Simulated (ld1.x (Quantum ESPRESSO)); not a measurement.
# Ga: generating and testing a TM potential

Aim: build the potential from the settings below, then test how well it stands in for the atom: other configurations, scattering, ghost states and the plane-wave cutoff that it needs.

Program: ld1.x (Quantum ESPRESSO) 7.5. Reference atom: PBE, scalar-relativistic, spherical and spin-unpolarised. All values are calculated.

### Step 1. The design

The settings as typed:

* element: gallium (Ga, Z = 31)
* type: norm-conserving Troullier–Martins (Kleinman–Bylander form)
* frozen core: [Ar]
* valence charge: 13
* reference configuration: 3d10 4s2 4p0.5 (charge +0.5)
* partial waves: 4p (bound): rc 2.25 bohr; 3d (bound): rc 1.40 bohr; 4f channel at -0.05 Ry: rc 2.00 bohr; 4s (bound): rc 2.05 bohr
* local potential: the s channel
* core correction: a·sin(br)/r model core inside 1.05 bohr

### Step 2. Generating the potential

The input, Ga.in:

```
 &input
   title='Ga', zed=31., rel=1, dft='PBE', iswitch=3,
   config='[Ar] 3d10 4s2 4p0.5 4f-2',
   nld=4, rlderiv=2.45, eminld=-4.0, emaxld=5.0, deld=0.02
 /
 &inputp
   pseudotype=2, tm=.true., lloc=0,
   nlcc=.true., rcore=1.05,
   file_pseudopw='Ga.UPF', file_wfcaegen='ae.wfc', file_wfcncgen='nc.wfc', file_beta='beta', file_chi='chi'
 /
4
4P  2  1   0.50   0.00  2.25  2.25  0.0
3D  3  2  10.00   0.00  1.40  1.40  0.0
4F  4  3  -2.00  -0.05  2.00  2.00  0.0
4S  1  0   2.00   0.00  2.05  2.05  0.0
 &test
   configts(1)='3d10 4s2 4p0.5'
 /
```

Started as:

```bash
$ ld1.x < Ga.in > Ga.out
```

Output in Ga.out (without the banner and most projector matrices):

```text
     Program LD1 v.7.5
     --------------------------- All-electron run ----------------------------

     Ga
     scalar relativistic calculation

     atomic number is 31.00
     dft =PBE   lsd =0 sic =0 latt =0  beta=0.20 tr2=1.0E-14
     Exchange-correlation= PBE
                           (   1   4   3   4   0   0   0)
     mesh =1205 r(mesh) = 101.09016 a.u. xmin = -7.00 dx = 0.01250
     1 Ry =  13.60569312 eV, c = 137.03599908

     n l     nl                  e(Ry)          e(Ha)          e(eV)
     1 0     1S 1( 2.00)      -752.1721      -376.0860    -10233.8225
     2 0     2S 1( 2.00)       -93.0609       -46.5305     -1266.1581
     2 1     2P 1( 6.00)       -81.0450       -40.5225     -1102.6729
     3 0     3S 1( 2.00)       -11.1691        -5.5845      -151.9629
     3 1     3P 1( 6.00)        -7.5482        -3.7741      -102.6979
     3 2     3D 1(10.00)        -1.6896        -0.8448       -22.9888
     4 0     4S 1( 2.00)        -0.9134        -0.4567       -12.4272
     4 1     4P 1( 0.50)        -0.4132        -0.2066        -5.6219

     final scf error:  5.8E-15 reached in  29 iterations

     Etot =   -3887.729917 Ry,   -1943.864958 Ha,  -52895.260192 eV

     Ekin =    3953.845768 Ry,    1976.922884 Ha,   53794.812178 eV
     Encl =   -9360.492638 Ry,   -4680.246319 Ha, -127355.990318 eV
     Eh   =    1669.688649 Ry,     834.844325 Ha,   22717.271373 eV
     Exc  =    -150.771696 Ry,     -75.385848 Ha,   -2051.353425 eV

     normalization and overlap integrals

     s(1S/1S) =  1.000000  <r> =   0.0486  <r2> =    0.0032  r(max) =   0.0319
     s(2S/2S) =  1.000000  <r> =   0.2178  <r2> =    0.0560  r(max) =   0.1833
     s(2P/2P) =  1.000000  <r> =   0.1907  <r2> =    0.0446  r(max) =   0.1464
     s(3S/3S) =  1.000000  <r> =   0.6518  <r2> =    0.4907  r(max) =   0.5647
     s(3P/3P) =  1.000000  <r> =   0.6792  <r2> =    0.5442  r(max) =   0.5647
     s(3D/3D) =  1.000000  <r> =   0.8094  <r2> =    0.8589  r(max) =   0.5305
     s(4S/4S) =  1.000000  <r> =   2.2812  <r2> =    6.0200  r(max) =   1.8748
     s(4P/4P) =  1.000000  <r> =   3.0942  <r2> =   11.3185  r(max) =   2.4073

     ------------------------ End of All-electron run ------------------------

     --------------------- Generating NC pseudopotential ---------------------

      Generating local pot.: lloc=0, matching radius rcloc =   2.0500

      Computing core charge for nlcc:

       r > 1.05 : true rho core
       r < 1.05 : rho core = a sin(br)/r    a=   7.10  b=   2.54

      Integrated core pseudo-charge :   3.84

      Wfc   4P  rcut= 2.261  Using Troullier-Martins method

      Wfc   3D  rcut= 1.406  Using Troullier-Martins method

      Wfc   4F  rcut= 1.996  Using Troullier-Martins method

     ------------------- End of pseudopotential generation -------------------

     [... the all-electron block is printed once more ...]


     Computing logarithmic derivative in   2.45293
     Computing logarithmic derivative in   2.45293
     Computing the partial wave expansion
       no projector for channel:   0
     R is outside the sphere for l=    1 j= 0.00
     R is outside the sphere for l=    2 j= 0.00
     R is outside the sphere for l=    3 j= 0.00

     ---------------------- Testing the pseudopotential ----------------------

     Ga
     scalar relativistic calculation

     atomic number is 31.00   valence charge is 13.00
     dft =PBE   lsd =0 sic =0 latt =0  beta=0.20 tr2=1.0E-14
     mesh =1205 r(mesh) = 101.09016 xmin = -7.00 dx = 0.01250

     n l     nl             e AE (Ry)        e PS (Ry)    De AE-PS (Ry)
     3 2     3D   1(10.00)       -1.68964       -1.68965        0.00001
     1 0     4S   1( 2.00)       -0.91338       -0.91339        0.00000
     2 1     4P   1( 0.50)       -0.41320       -0.41320        0.00000

     eps = 3.8E-16  iter =  7

     Etot =   -3887.729917 Ry,   -1943.864958 Ha,  -52895.260192 eV
     Etotps =  -153.455832 Ry,     -76.727916 Ha,   -2087.872962 eV

     Ekin =     181.417791 Ry,      90.708895 Ha,    2468.314786 eV
     Encl =    -231.113399 Ry,    -115.556699 Ha,   -3144.457983 eV
     Ehrt =     133.276557 Ry,      66.638279 Ha,    1813.319939 eV
     Ecxc =     -29.237291 Ry,     -14.618645 Ha,    -397.793605 eV
     (Ecc =      -5.340118 Ry,      -2.670059 Ha,     -72.656000 eV)
     Epseu=    -207.799491 Ry,    -103.899745 Ha,   -2827.256099 eV

     ---------------------- End of pseudopotential test ----------------------
```

It took 1.5 s on 1 thread of Neoverse-V1, shared host. (Generation and the later configuration tests together.)

All-electron and pseudo partial waves u(r) = r·R(r), from the program's wave files:

```
r (bohr)   3d AE   3d PS    4p AE   4p PS
   0.113  0.1851  0.0304   0.1360  0.0028
   0.225  0.5990  0.2085   0.0145  0.0112
   0.338  0.9186  0.5555  -0.1484  0.0252
   0.450  1.0698  0.9331  -0.2239  0.0446
   0.563  1.0944  1.1789  -0.2150  0.0697
   0.675  1.0453  1.2221  -0.1537  0.1000
   0.788  0.9610  1.1167  -0.0665  0.1357
   0.900  0.8655  0.9576   0.0278  0.1759
   1.013  0.7689  0.8066   0.1212  0.2206
   1.125  0.6786  0.6882   0.2069  0.2681
   1.238  0.5954  0.5963   0.2843  0.3177
   1.350  0.5215  0.5215   0.3513  0.3669
   1.463  0.4554  0.4554   0.4092  0.4146
   1.575  0.3977  0.3977   0.4574  0.4583
   1.688  0.3468  0.3468   0.4975  0.4969
   1.800  0.3026  0.3026   0.5296  0.5290
   1.913  0.2637  0.2637   0.5549  0.5546
   2.025  0.2300  0.2300   0.5737  0.5736
   2.138  0.2003  0.2003   0.5870  0.5870
   2.250  0.1746  0.1746   0.5952  0.5952
   2.363  0.1520  0.1520   0.5991  0.5991
   2.475  0.1325  0.1325   0.5992  0.5992
   2.588  0.1153  0.1153   0.5959  0.5959
   2.700  0.1004  0.1004   0.5898  0.5898
   2.813  0.0874  0.0874   0.5812  0.5812
   2.925  0.0761  0.0761   0.5707  0.5707
```

### Step 3. Configuration tests

The input, Ga.test.in:

```
 &input
   title='Ga', zed=31., rel=1, dft='PBE', iswitch=2,
   config='[Ar] 3d10 4s2 4p0.5 4f-2'
 /
 &test
   file_pseudo='Ga.UPF', nconf=8,
   configts(1)='3d10 4s2 4p0.5',
   configts(2)='3d10 4s2 4p1',
   configts(3)='3d10 4s2 4p0',
   configts(4)='3d10 4s1 4p0',
   configts(5)='3d9 4s2 4p2',
   configts(6)='3d10 4s1 4p1',
   configts(7)='3d9 4s0 4p0',
   configts(8)='3d10 4s2 4p1.3'
 /
```

Started as:

```bash
$ ld1.x < Ga.test.in > Ga.test.out
```

Ga.test.out, the pseudopotential blocks, each with the warnings that came before it:

```text
     ---------------------- Testing the pseudopotential ----------------------

     Ga
     scalar relativistic calculation

     atomic number is 31.00   valence charge is 13.00
     dft =PBE   lsd =0 sic =0 latt =0  beta=0.20 tr2=1.0E-14
     mesh =1205 r(mesh) = 101.09016 xmin = -7.00 dx = 0.01250

     n l     nl             e AE (Ry)        e PS (Ry)    De AE-PS (Ry)
     3 2     3D   1(10.00)       -1.68964       -1.68965        0.00001
     1 0     4S   1( 2.00)       -0.91338       -0.91339        0.00000
     2 1     4P   1( 0.50)       -0.41320       -0.41320        0.00000

     eps = 1.6E-15  iter =  6

     Etot =   -3887.729917 Ry,   -1943.864958 Ha,  -52895.260192 eV
     Etotps =  -153.455833 Ry,     -76.727916 Ha,   -2087.872966 eV

     Ekin =     181.417791 Ry,      90.708896 Ha,    2468.314794 eV
     Encl =    -231.113399 Ry,    -115.556700 Ha,   -3144.457987 eV
     Ehrt =     133.276558 Ry,      66.638279 Ha,    1813.319947 eV
     Ecxc =     -29.237291 Ry,     -14.618645 Ha,    -397.793606 eV
     (Ecc =      -5.340118 Ry,      -2.670059 Ha,     -72.656000 eV)
     Epseu=    -207.799492 Ry,    -103.899746 Ha,   -2827.256113 eV

     ---------------------- End of pseudopotential test ----------------------

     ---------------------- Testing the pseudopotential ----------------------

     Ga
     [...]
     n l     nl             e AE (Ry)        e PS (Ry)    De AE-PS (Ry)
     3 2     3D   1(10.00)       -1.40782       -1.40946        0.00164
     1 0     4S   1( 2.00)       -0.65769       -0.65773        0.00004
     2 1     4P   1( 1.00)       -0.18956       -0.18955       -0.00001

     eps = 8.6E-15  iter = 11

     Etot =   -3887.879138 Ry,   -1943.939569 Ha,  -52897.290452 eV
     Etotps =  -153.605063 Ry,     -76.802531 Ha,   -2089.903346 eV
     dEtot_ae =      -0.149221 Ry
     dEtot_ps =      -0.149230 Ry,   Delta E=       0.000009 Ry

     [...]
     ---------------------- End of pseudopotential test ----------------------

     ---------------------- Testing the pseudopotential ----------------------

     Ga
     [...]
     n l     nl             e AE (Ry)        e PS (Ry)    De AE-PS (Ry)
     3 2     3D   1(10.00)       -2.01549       -2.01301       -0.00248
     1 0     4S   1( 2.00)       -1.20034       -1.20035        0.00001
     2 1     4P   1( 0.00)       -0.66647       -0.66654        0.00007

     eps = 5.1E-15  iter = 10

     Etot =   -3887.461073 Ry,   -1943.730537 Ha,  -52891.602393 eV
     Etotps =  -153.186939 Ry,     -76.593470 Ha,   -2084.214488 eV
     dEtot_ae =       0.268843 Ry
     dEtot_ps =       0.268893 Ry,   Delta E=      -0.000050 Ry

     [...]
     ---------------------- End of pseudopotential test ----------------------

     ---------------------- Testing the pseudopotential ----------------------

     Ga
     [...]
     n l     nl             e AE (Ry)        e PS (Ry)    De AE-PS (Ry)
     3 2     3D   1(10.00)       -2.89274       -2.88866       -0.00407
     1 0     4S   1( 1.00)       -1.91606       -1.91737        0.00132
     2 1     4P   1( 0.00)       -1.30377       -1.30444        0.00067

     eps = 7.1E-17  iter =  9

     Etot =   -3885.908206 Ry,   -1942.954103 Ha,  -52870.474558 eV
     Etotps =  -151.633440 Ry,     -75.816720 Ha,   -2063.078055 eV
     dEtot_ae =       1.821710 Ry
     dEtot_ps =       1.822392 Ry,   Delta E=      -0.000682 Ry

     [...]
     ---------------------- End of pseudopotential test ----------------------

     BEWARE! Errors in PS-KS equations
     ---------------------- Testing the pseudopotential ----------------------

     Ga
     [...]
     n l     nl             e AE (Ry)        e PS (Ry)    De AE-PS (Ry)
     3 2     3D   1( 9.00)       -2.06260       -2.13474        0.07214  !
     1 0     4S   1( 2.00)       -0.83426       -0.83695        0.00269
     2 1     4P   1( 2.00)       -0.28571       -0.28283       -0.00288

     eps = 3.1E-15  iter = 23

     Etot =   -3886.386008 Ry,   -1943.193004 Ha,  -52876.975387 eV
     Etotps =  -152.074395 Ry,     -76.037198 Ha,   -2069.077557 eV
     dEtot_ae =       1.343908 Ry
     dEtot_ps =       1.381437 Ry,   Delta E=      -0.037529 Ry

     [...]
     ---------------------- End of pseudopotential test ----------------------

     ---------------------- Testing the pseudopotential ----------------------

     Ga
     [...]
     n l     nl             e AE (Ry)        e PS (Ry)    De AE-PS (Ry)
     3 2     3D   1(10.00)       -2.14975       -2.15098        0.00123
     1 0     4S   1( 1.00)       -1.28054       -1.28101        0.00048
     2 1     4P   1( 1.00)       -0.73071       -0.73077        0.00006

     eps = 7.7E-15  iter =  8

     Etot =   -3886.919219 Ry,   -1943.459609 Ha,  -52884.230082 eV
     Etotps =  -152.644881 Ry,     -76.322441 Ha,   -2076.839409 eV
     dEtot_ae =       0.810698 Ry
     dEtot_ps =       0.810952 Ry,   Delta E=      -0.000253 Ry

     [...]
     ---------------------- End of pseudopotential test ----------------------

     Warning: n=3, l=2 expected 0 nodes, found 1
     ---------------------- Testing the pseudopotential ----------------------

     Ga
     [...]
     n l     nl             e AE (Ry)        e PS (Ry)    De AE-PS (Ry)
     3 2     3D   1( 9.00)       -5.56487       -5.64581        0.08094  !
     1 0     4S   1( 0.00)       -3.74360       -3.76893        0.02532  !
     2 1     4P   1( 0.00)       -2.94776       -2.94749       -0.00027

     eps = 1.0E-15  iter =  7

     Etot =   -3878.914899 Ry,   -1939.457449 Ha,  -52775.325765 eV
     Etotps =  -144.595944 Ry,     -72.297972 Ha,   -1967.328036 eV
     dEtot_ae =       8.815018 Ry
     dEtot_ps =       8.859889 Ry,   Delta E=      -0.044871 Ry

     [...]
     ---------------------- End of pseudopotential test ----------------------

     ---------------------- Testing the pseudopotential ----------------------

     Ga
     [...]
     n l     nl             e AE (Ry)        e PS (Ry)    De AE-PS (Ry)
     3 2     3D   1(10.00)       -1.26683       -1.26903        0.00220
     1 0     4S   1( 2.00)       -0.52577       -0.52583        0.00007
     2 1     4P   1( 1.30)       -0.07511       -0.07510       -0.00001

     eps = 6.8E-15  iter = 11

     Etot =   -3887.918382 Ry,   -1943.959191 Ha,  -52897.824395 eV
     Etotps =  -153.644307 Ry,     -76.822154 Ha,   -2090.437296 eV
     dEtot_ae =      -0.188465 Ry
     dEtot_ps =      -0.188475 Ry,   Delta E=       0.000009 Ry

     [...]
     ---------------------- End of pseudopotential test ----------------------
```

1 test gave no usable energy difference (3d9 4s2 4p2).

Energies count from the reference configuration 3d10 4s2 4p0.5; the error is all-electron less pseudo. A star marks tests that logged a warning.

```csv
valence configuration,charge,ΔE all-electron (eV),error AE − PS (meV)
3d10 4s2 4p1,0,-2.030,+0.1
3d10 4s2 4p0,+1,3.658,-0.7
3d10 4s1 4p0,+2,24.786,-9.3
3d10 4s1 4p1,+1,11.030,-3.4
3d9 4s0 4p0 *,+4,119.934,-611
3d10 4s2 4p1.3,-0.3,-2.564,+0.1
```

### Step 4. Scattering by logarithmic derivatives

Taken from the files of the generation run. The phase is arctan(r·u′/u) with u = r·R, unwrapped, with energies in Ry. A pole is an energy at which the radial function vanishes at the test radius. The pseudo phase is shifted by a multiple of π to meet the all-electron one at the reference energy. Levels narrower than the energy grid can be missing from the poles. The last column is the largest difference on the grid between −1 and +1 Ry.

| channel | radius (bohr) | reference (Ry) | poles AE | poles PS | window around the reference with phases within 0.05 rad (Ry) | largest difference near zero (rad) |
| --- | --- | --- | --- | --- | --- | --- |
| s | 2.45 | -0.91 | 0.53 | 0.49 | below 2.3 | 0.008 |
| p | 2.45 | -0.41 | 1.71 | 1.71 | below 4.6 | 0.000 |
| d | 2.45 | -1.69 | -1.64, 3.83 | -1.64, 4.96 | below 0.2 | 0.207 |
| f | 2.45 | -0.05 | none | none | the whole range | 0.000 |

Phases (rad) along the scan:

```
E (Ry)    d AE    d PS    p AE    p PS
 -4.00   1.363   1.364   1.339   1.339
 -3.52   1.349   1.349   1.319   1.318
 -3.04   1.329   1.330   1.292   1.292
 -2.56   1.300   1.302   1.255   1.255
 -2.08   1.236   1.239   1.200   1.200
 -1.60  -1.660  -1.658   1.109   1.109
 -1.12  -1.858  -1.852   0.927   0.926
 -0.64  -1.935  -1.923   0.445   0.445
 -0.16  -2.037  -2.010  -0.599  -0.599
  0.32  -2.220  -2.153  -1.183  -1.184
  0.80  -2.644  -2.437  -1.399  -1.399
  1.28  -3.528  -3.062  -1.508  -1.508
  1.76  -4.170  -3.843  -1.577  -1.577
  2.24  -4.434  -4.250  -1.631  -1.630
  2.72  -4.563  -4.438  -1.680  -1.677
  3.20  -4.642  -4.542  -1.732  -1.726
  3.68  -4.698  -4.608  -1.795  -1.785
  4.16  -4.744  -4.655  -1.886  -1.864
  4.64  -4.786  -4.691  -2.048  -1.992
```

### Step 5. Cutoff and ghost test in a Bessel basis

This step uses the generator's waves and projectors in a separate script. Basis: spherical Bessel functions vanishing at 20 bohr, q² up to the cutoff; potential fixed at the reference.

All-electron valence levels (Ry): 4p -0.4132, 3d -1.6896, 4s -0.9134. The lowest levels of each channel (Ry) by cutoff; the last column sums, over occupied levels, occupation times the distance from the level at 400 Ry. A positive value at high cutoff is not a bound level.

```
cutoff (Ry)     p #1     d #1    f #1     s #1  Σ f·Δε (mRy)
          8  -0.4088  -0.0562  0.0306  -0.8931       16377.5
         18  -0.4131  -0.0564  0.0306  -0.9096       16339.9
         35  -0.4132  -0.0579  0.0306  -0.9132       16318.0
         55  -0.4132  -0.1841  0.0306  -0.9133       15055.9
         80  -0.4132  -1.2882  0.0306  -0.9134        4014.2
        120  -0.4132  -1.6779  0.0306  -0.9134         117.7
        160  -0.4132  -1.6890  0.0306  -0.9134           6.3
        200  -0.4132  -1.6892  0.0306  -0.9134           4.7
        260  -0.4132  -1.6896  0.0306  -0.9134           0.6
        350  -0.4132  -1.6896  0.0306  -0.9134           0.0
        400  -0.4132  -1.6896  0.0306  -0.9134           0.0
```

The sum stays within 10 mRy from 160 Ry and within 1 mRy from 260 Ry. The sum leaves out empty levels, which can need more. Ghost test: no level below the all-electron spectrum of its channel (p, d, f, s tested).

### Step 6. Outcome

| quantity | value |
| --- | --- |
| cutoffs for 10 and 1 mRy, occupied levels | 160 Ry and 260 Ry |
| bound ghosts | none found |
| largest test error (AE − PS) | -611 meV, for 3d9 4s0 4p0 (one of 2 tests with a warning) (1 test unsolved) |
| largest phase difference near zero energy, channels read | 0.207 rad |

In words: By total energies transferability is poor: the largest error is 611 meV on 119.9 eV, for 3d9 4s0 4p0. That test lies far up in energy; among those under 40 eV, nearer to bonding, the largest error is 9.3 meV. Of the tests 1 gave no usable energy difference, which is a warning in itself. The potential is very hard: the looser tolerance needs 160 Ry. The slowest occupied level is 3d: taken alone it needs 160 Ry to come within 1 mRy, against 30 Ry for 4s. No bound ghost shows below the valence levels. Of the channels read, d scatters worst near zero energy, by up to 0.21 rad.
